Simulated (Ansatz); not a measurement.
# Si2H4ClF (SMILES F[SiH]([SiH3])Cl): B2PLYP/def2-SVP

Aim: the electronic atomisation energy of Si2H4ClF at B2PLYP/def2-SVP, from 5 runs. 

The calculation is run with Ansatz 0.2.0.

68 further runs of the same task are left out: 68 set aside as unsound or not needed. Runs told in other sessions of the task aren't counted.

## (1) The system as given

Si2H4ClF: 8 atoms, total charge 0, spin state singlet. As SMILES, `F[SiH]([SiH3])Cl`. The shape is that of a PBE0-D4/def2-TZVP optimisation.

Bond lengths: F1–Si2 1.597 Å, Si2–Si3 2.339 Å, Si2–Cl4 2.049 Å, Si2–H5 1.481 Å, Si3–H6 1.487 Å, Si3–H7 1.486 Å, Si3–H8 1.485 Å. Some angles: F1–Si2–Si3 109.8°, F1–Si2–Cl4 107.9°, Si3–Si2–Cl4 109.0°, F1–Si2–H5 107.2°, Si3–Si2–H5 115.4°, Cl4–Si2–H5 107.3°, Si2–Si3–H6 110.0°, Si2–Si3–H7 108.3°, Si2–Si3–H8 109.2°, H6–Si3–H7 109.5°.

## (2) A single-point energy at B2PLYP/def2-SVP

File run.yaml:

```yaml
crystal:
  periodic: [false, false, false]
  atoms:
    - {symbol: F, position_ang: [-1.329000, 1.796800, 0.161200]}
    - {symbol: Si, position_ang: [-0.382900, 0.812800, -0.667700]}
    - {symbol: Si, position_ang: [0.539000, -0.793000, 0.761300]}
    - {symbol: Cl, position_ang: [-1.534100, -0.130100, -2.075900]}
    - {symbol: H, position_ang: [0.596600, 1.655400, -1.392300]}
    - {symbol: H, position_ang: [1.355700, -0.131100, 1.812300]}
    - {symbol: H, position_ang: [1.403500, -1.693800, -0.044400]}
    - {symbol: H, position_ang: [-0.556600, -1.574100, 1.389600]}
basis:
  gaussian:
    orbitals: def2-SVP
hamiltonian:
  xc: {name: B2PLYP}
correlation:
  frozen_orbitals: {Cl: 5, F: 1, H: 0, Si: 5}
accuracy: high
output: {orbitals: {seedname: orbitals}}
```

Run with:

```bash
$ ansatz run run.yaml --threads 1 --pin off --max-ram 3480MiB --events-out events.jsonl --progress --plain --runs-dir runs
```

What it wrote:

```text
Warning: RAYON_NUM_THREADS=1 ignored (pool sized by the plan → 1); use --threads N
Functional definition: B2PLYP
  name "B2PLYP"
  parameter a = 0.53
  parameter c = 0.27
  exchange = (1 - a)*b88_x + a*exact_x
  correlation = (1 - c)*lyp_c + c*(mp2_os + mp2_ss)
1801 factors; integrals over basis functions are off by at most 5.2e-9 eV
mean field evaluation 1: about -31032.0566 eV, gradient 2.8e1 eV
mean field evaluation 2: about -31032.3336 eV, gradient 2.8e1 eV
mean field evaluation 4: about -31033.7721 eV, gradient 1.6e0 eV
mean field evaluation 8: about -31033.7886 eV, gradient 9.4e-2 eV
mean field evaluation 16: about -31033.7886 eV, gradient 3.7e-5 eV
mean field -31033.78859776 eV, -1140.4706955104 hartree, gradient 1.6e-8 eV, S^2 0.000000; 0 other end points of the search recorded, 0 dependent functions left out
16 core orbitals not correlated: weight in the atoms' cores, before any rotation towards them, 1.000 or more for the frozen orbitals, at most 0.000 for the correlated occupied ones
reference -31033.78862379 eV, -1140.4706964669 hartree; 13, 13 occupied and 59, 59 virtual orbitals, 1801 factors
second order -16.98671084 eV of doubles, -0.00000000 eV of singles
Total energy: -31038.37503572 eV, -1140.6392439964 hartree
```

Wall time 13 s (1 thread of Intel Xeon Platinum 8259CL at 2.50GHz (Skylake/Cascade Lake), shared host); peak memory 0.31 GiB.

## (3) The Cl atom

File job.yaml:

```yaml
basis:
  gaussian:
    orbitals: def2-SVP
crystal:
  periodic: [false, false, false]
  atoms:
    - symbol: Cl
      position_ang: [0.000000, 0.000000, 0.000000]
magnetization:
  spin_polarized: true
  initial_magnetization: 1
hamiltonian:
  xc: {name: B2PLYP}
correlation:
  frozen_orbitals: {Cl: 5}
accuracy: high
```

Run the same way, it converges to -459.84682 Eh (log not shown).

## (4) The F atom, same level

File input.yaml:

```yaml
crystal:
  periodic: [false, false, false]
  atoms:
    - {symbol: F, position_ang: [0.000000, 0.000000, 0.000000]}
basis:
  gaussian:
    orbitals: def2-SVP
magnetization:
  spin_polarized: true
  initial_magnetization: 1
hamiltonian:
  xc: {name: B2PLYP}
correlation:
  frozen_orbitals: {F: 1}
accuracy: high
```

Run with:

```bash
$ ansatz run input.yaml --threads 1 --pin off --max-ram 3480MiB --events-out events.jsonl --progress --plain --runs-dir runs
```

What it wrote, cut to the lines that bear on the results:

```text
Warning: RAYON_NUM_THREADS=1 ignored (pool sized by the plan → 1); use --threads N
[... 6 set-up lines as earlier in the session ...]
95 factors; integrals over basis functions are off by at most 1.3e-9 eV
mean field evaluation 1: about -2708.2580 eV, gradient 4.8e0 eV
mean field evaluation 2: about -2708.2583 eV, gradient 4.8e0 eV
mean field evaluation 4: about -2708.3240 eV, gradient 1.1e-1 eV
mean field evaluation 8: about -2708.3241 eV, gradient 9.1e-4 eV
mean field -2708.32407104 eV, -99.5290738427 hartree, gradient 6.5e-8 eV, S^2 0.751453; 0 other end points of the search recorded, 0 dependent functions left out
1 core orbitals not correlated: weight in the atoms' cores, before any rotation towards them, 1.000 or more for the frozen orbitals, at most 0.000 for the correlated occupied ones
reference -2708.32407772 eV, -99.5290740883 hartree; 4, 3 occupied and 9, 10 virtual orbitals, 95 factors
second order -4.34476396 eV of doubles, -0.00000000 eV of singles
Total energy: -2709.49716399 eV, -99.5721842135 hartree
```

Run time: 0.4 s. Hardware: 1 thread of Intel Xeon Platinum 8259CL at 2.50GHz (Skylake/Cascade Lake), shared host; peak memory 0.098 GiB.

## (5) The H atom, same level

File input.yaml:

```yaml
crystal:
  periodic: [false, false, false]
  atoms:
    - {symbol: H, position_ang: [0.000000, 0.000000, 0.000000]}
basis:
  gaussian: {orbitals: def2-SVP}
magnetization: {spin_polarized: true, initial_magnetization: 1}
hamiltonian: {xc: {name: B2PLYP}}
correlation: {frozen_orbitals: {H: 0}}
accuracy: high
```

Run with:

```bash
$ ansatz run input.yaml --threads 1 --pin off --max-ram 3480MiB --events-out events.jsonl --progress --plain --runs-dir runs
```

What it wrote, cut to the lines that bear on the results:

```text
Warning: RAYON_NUM_THREADS=1 ignored (pool sized by the plan → 1); use --threads N
[... 6 set-up lines as earlier in the session ...]
15 factors; integrals over basis functions are off by at most 8.9e-10 eV
mean field evaluation 1: about -13.5392 eV, gradient 8.8e-1 eV
mean field evaluation 2: about -13.5391 eV, gradient 8.8e-1 eV
mean field evaluation 4: about -13.5493 eV, gradient 3.1e-5 eV
mean field evaluation 8: about -13.5492 eV, gradient 2.7e-10 eV
mean field -13.54924563 eV, -0.4979255927 hartree, gradient 5.2e-10 eV, S^2 0.750000; 0 other end points of the search recorded, 0 dependent functions left out
reference -13.54925786 eV, -0.4979260423 hartree; 1, 0 occupied and 4, 5 virtual orbitals, 15 factors
second order 0.00000000 eV of doubles, -0.00000000 eV of singles
Total energy: -13.54925786 eV, -0.4979260423 hartree
```

It took 0.16 s on 1 thread of Intel Xeon Platinum 8259CL at 2.50GHz (Skylake/Cascade Lake), shared host.

## (6) The Si atom at the same level

File input.yaml:

```yaml
crystal:
  periodic: [false, false, false]
  atoms:
    - symbol: Si
      position_ang: [0.000000, 0.000000, 0.000000]
basis:
  gaussian: {orbitals: def2-SVP}
magnetization: {spin_polarized: true, initial_magnetization: 2}
hamiltonian: {xc: {name: B2PLYP}}
correlation: {frozen_orbitals: {Si: 5}}
accuracy: high
```

Run with:

```bash
$ ansatz run input.yaml --threads 1 --pin off --max-ram 3480MiB --events-out events.jsonl --progress --plain --runs-dir runs
```

What it wrote, cut to the lines that bear on the results:

```text
Warning: RAYON_NUM_THREADS=1 ignored (pool sized by the plan → 1); use --threads N
[... 2 set-up lines as earlier in the session ...]
[...]
134 factors; integrals over basis functions are off by at most 2.5e-9 eV
[...]
mean field -7867.80425583 eV, -289.1364734125 hartree, gradient 3.7e-9 eV, S^2 2.004644; 0 other end points of the search recorded, 0 dependent functions left out
5 core orbitals not correlated: weight in the atoms' cores, before any rotation towards them, 1.000 or more for the frozen orbitals, at most 0.000 for the correlated occupied ones
reference -7867.80426990 eV, -289.1364739296 hartree; 3, 1 occupied and 10, 12 virtual orbitals, 134 factors
second order -1.52364337 eV of doubles, -0.00000000 eV of singles
Total energy: -7868.21565361 eV, -289.1515920020 hartree
```

It took 0.71 s on 1 thread of Intel Xeon Platinum 8259CL at 2.50GHz (Skylake/Cascade Lake), shared host; peak memory 0.11 GiB.

## (7) Summary of results

Level: B2PLYP/def2-SVP, 16 core orbitals frozen.

| quantity | value |
| --- | --- |
| molecule: total energy | -1140.63924 Eh |
| molecule: HOMO energy (SCF part's orbitals) | -9.42 eV |
| molecule: LUMO energy (SCF part's orbitals) | 1.04 eV |
| molecule: HOMO–LUMO gap (SCF part's orbitals) | 10.46 eV |
| Cl atom: total energy | -459.84682 Eh |
| Cl atom: ⟨S²⟩ | 0.753 |
| F atom: total energy | -99.57218 Eh |
| F atom: ⟨S²⟩ | 0.751 |
| H atom: total energy | -0.49793 Eh |
| H atom: ⟨S²⟩ | 0.750 |
| Si atom: total energy | -289.15159 Eh |
| Si atom: ⟨S²⟩ | 2.005 |
| electronic atomisation energy | 25.180 eV |

What this shows: Taking the molecule apart into free atoms costs 25.18 eV (2430 kJ/mol), before zero-point energy and without spin-orbit coupling.
